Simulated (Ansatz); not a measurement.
# HfH₂ (triplet): the correlation ladder, def2-QZVPP

One table from this session's results is given with a row withheld; the runs are named, their logs left out.

Method: def2-QZVPP, core rule «outside noble gas», up to 4 orbitals frozen; program: Ansatz 0.2.0, Gaussian basis.

The runs, in order: UHF; ROHF; CCSD(T) on UHF.

2 further runs of the same task are left out: 2 set aside as unsound or not needed.

## The system

The geometry is a PBE0/def2-TZVP stationary point (not a proven minimum) of the parent state, kept for this charge and spin. No spin-orbit coupling is included. Elements past krypton take def2 core potentials.

3 atoms, charge 0, spin multiplicity 3.

Atoms are counted from 1 here; the program's logs count them from 0.

Bond lengths: Hf1–H2 1.912 Å, Hf1–H3 1.912 Å. Angles: H2–Hf1–H3 180.0°.

Set-up of the first run:

Input file in.yaml:

```yaml
crystal:
  periodic: [false, false, false]
  atoms:
    - {symbol: Hf, position_ang: [0.000000, 0.000000, 0.000000]}
    - {symbol: H, position_ang: [0.000000, 0.000000, -1.911800]}
    - {symbol: H, position_ang: [0.000000, 0.000000, 1.911800]}
basis:
  gaussian: {orbitals: "def2-QZVPP.json"}
magnetization: {spin_polarized: true, initial_magnetization: 2}
hamiltonian: {xc: hf}
output: {orbitals: {seedname: orbitals}}
```

The run is started by

```bash
$ ansatz run in.yaml --threads 1 --pin off --events-out ev --progress --plain --max-ram 2560MiB --backend cpu
```

Steps of the session up to this table: UHF; ROHF; CCSD(T) on UHF.

One table of the session follows, with a row left open; its other results are not shown here.

| method | from UCCSD(T) (meV) |
| --- | --- |
| ROHF | ? |
| UHF | +2715.7 |
| UMP2 | +554.1 |
| UCCSD | +58.7 |
| UCCSD(T) | 0 |

**Question.** Estimate the row for ROHF.

**Answer.** from UCCSD(T) (meV): +2820.9. In the column «from UCCSD(T) (meV)» it is the highest.
